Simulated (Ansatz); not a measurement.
# Ag: a hydrostatic pressure series

An exercise on one series of results from a longer session: the logs are not shown, and one member is left open.

Program: Ansatz 0.2.0. Level of theory: DFT r2SCAN, scalar-relativistic, plane waves, PAW. These are calculated values, not measurements.

1 further run of the same task is left out (set aside as unsound or not needed).

## The starting structure

Symmetry: P6_3/mmc, No. 194, hexagonal system. Conventional cell: a = 2.903 Å, b = 2.903 Å, c = 9.483 Å, α = 90.00°, β = 90.00°, γ = 120.00°. Ag (site symmetry -3m) is surrounded by 12 Ag at 2.90 Å. Ag (site symmetry -6m2) is surrounded by 12 Ag at 2.90 Å.

As a file:

```cif
data_structure
_symmetry_space_group_name_H-M 'P6_3/mmc'
_symmetry_Int_Tables_number 194
_cell_length_a 2.9034
_cell_length_b 2.9034
_cell_length_c 9.4834
_cell_angle_alpha 90.000
_cell_angle_beta 90.000
_cell_angle_gamma 120.000
_cell_volume 69.23
loop_
_atom_site_label
_atom_site_type_symbol
_atom_site_symmetry_multiplicity
_atom_site_Wyckoff_symbol
_atom_site_fract_x
_atom_site_fract_y
_atom_site_fract_z
_atom_site_occupancy
Ag1 Ag 2 a 0.00000 0.00000 0.00000 1
Ag2 Ag 2 c 0.33333 0.66667 0.25000 1
```

It goes back to an entry of the Materials Project, which need not be the stable form.

This cell was relaxed beforehand with the same method: volume 17.31 Å³/atom, gap on the mesh none (metal).

Set-up of the first run:

input.yaml reads:

```yaml
crystal:
  lattice:
    - [2.922048355, 0.0, 0.0]
    - [-1.4610241775, 2.5305681065, 0.0]
    - [0.0, 0.0, 9.544325356]
  atoms:
    - { symbol: Ag, position: [0.0, 0.0, 0.0] }
    - { symbol: Ag, position: [0.0, 0.0, 0.5] }
    - { symbol: Ag, position: [0.3333333333, 0.6666666667, 0.25] }
    - { symbol: Ag, position: [0.6666666667, 0.3333333333, 0.75] }
basis:
  ecutwfc: 500
kpoints:
  mp_grid: { grid: [18, 18, 6] }
hamiltonian:
  xc: r2scan
scf:
  occupations: { method: gaussian, width: 0.1 }
output:
  forces: true
  stress: true
  eigenvalues: true
relax:
  adjacent_minimum: "off"
  f_tol: 0.008
  max_steps: 50
  cell: { stress_tol: 0.08, p_target: -2.0 }
```

The run is started by

```
$ ansatz run input.yaml --threads 1 --pin off --max-ram 2560MiB --backend cpu --events-out ev --progress --plain --runs-dir out
```

Among the steps run: -2 GPa; 2 GPa; Relaxing at 5 GPa; Target pressure 10 GPa; Relaxing at 20 GPa; Target pressure 40 GPa.

One of the session's tables, all rows but one given; the rest of the session is left out.

It belongs to the step «Volume, cell and gap against pressure». Lengths are those of the vectors of the cell that was run:

| P (GPa) | V (Å³/atom) | a (Å) | b (Å) | c (Å) | ΔH (eV/atom) |
| --- | --- | --- | --- | --- | --- |
| -2 | 17.67 | 2.923 | 2.923 | 9.550 | -0.218 |
| 0 | 17.31 | 2.903 | 2.903 | 9.483 | 0.000 |
| 2 | 16.99 | 2.885 | 2.885 | 9.427 | 0.214 |
| 5 | 16.58 | 2.861 | 2.861 | 9.351 | 0.528 |
| 10 | ? | ? | ? | ? | ? |
| 20 | 15.15 | 2.777 | 2.777 | 9.073 | 2.007 |
| 40 | 13.99 | 2.704 | 2.704 | 8.835 | 3.820 |

Q: Estimate the row for P (GPa) = 10 from the others.

Worked estimate for «V (Å³/atom)». A straight line through the neighbours (5, 16.58) and (20, 15.15) gives 16.58 + (15.15 − 16.58) × (10 − 5) / (20 − 5) = 16.10; a parabola fitted to 4 rows on both sides gives 16.06.

The run gave: V (Å³/atom): 16.01; a (Å): 2.828; b (Å): 2.828; c (Å): 9.242; ΔH (eV/atom): 1.036. In «V (Å³/atom)» the line misses by +0.09 and the parabola by +0.05.

ΔH is E + PV over the energy at zero pressure; a, b and c are the vectors of the computed cell. 

To keep in mind: Other structures may take over in this range; these runs cannot find them.
